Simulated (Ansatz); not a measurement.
# WC: the cost of one run

Program: Ansatz 0.2.0. Level of theory: DFT PBEsol, scalar-relativistic. These are calculated values, not measurements.

## 1. The structure to begin with

Symmetry: P-6m2, No. 187, hexagonal system. Conventional cell: a = 2.901 Å, b = 2.901 Å, c = 2.829 Å, α = 90.00°, β = 90.00°, γ = 120.00°. Around W (site symmetry -6m2) lie 6 C at 2.19 Å. Around C (site symmetry -6m2) lie 6 W at 2.19 Å.

Structure file:

```cif
data_structure
_symmetry_space_group_name_H-M 'P 1'
_symmetry_Int_Tables_number 1
_cell_length_a 2.9005
_cell_length_b 2.9005
_cell_length_c 2.8290
_cell_angle_alpha 90.000
_cell_angle_beta 90.000
_cell_angle_gamma 120.000
_cell_volume 20.61
loop_
_atom_site_label
_atom_site_type_symbol
_atom_site_fract_x
_atom_site_fract_y
_atom_site_fract_z
_atom_site_occupancy
W1 W 0.00000 0.00000 0.00000 1
C1 C 0.66667 0.33333 0.50000 1
```

Atoms are numbered in the order of the input: W1, C2.

## 2. The deformed structure

Space group P-6m2 before, P-6m2 after.

## 3. LAPW, all electrons

The input, input.yaml:

```yaml
crystal:
  lattice:
    - [2.9875164791, 0.0, 0.0]
    - [-1.4937582395, 2.5872651651, 0.0]
    - [0.0, 0.0, 2.829]
  atoms:
    - { symbol: W, position: [0.0, 0.0, 0.0] }
    - { symbol: C, position: [0.6666666667, 0.3333333333, 0.5] }
kpoints:
  mp_grid: { grid: [13, 13, 12] }
  band_path:
    path:
      - [0.0, 0.0, 0.0]
      - [0.5, 0.0, 0.0]
      - [0.3333333333, 0.3333333333, 0.0]
      - [0.0, 0.0, 0.0]
      - [0.0, 0.0, 0.5]
      - [0.5, 0.0, 0.5]
      - [0.3333333333, 0.3333333333, 0.5]
      - [0.0, 0.0, 0.5]
      - [0.5, 0.0, 0.5]
    npoints: 5
scf:
  occupations: { method: fermi_dirac, width: 0.05 }
hamiltonian:
  xc: pbesol
  pseudopotentials: { kind: all_electron, lapw: { basis_error: 0.001 } }
output:
  forces: true
  stress: true
  eigenvalues: true
```

On the command line:

```sh
$ ansatz run input.yaml --threads 1 --pin off --max-ram 3072MiB --backend cpu --events-out ev --progress --plain --runs-dir out
```

What time and memory should one allow on 1 thread of Intel Xeon Platinum 8488C (Sapphire Rapids), shared host?

About 38 s, with a peak of 0.5 GiB.
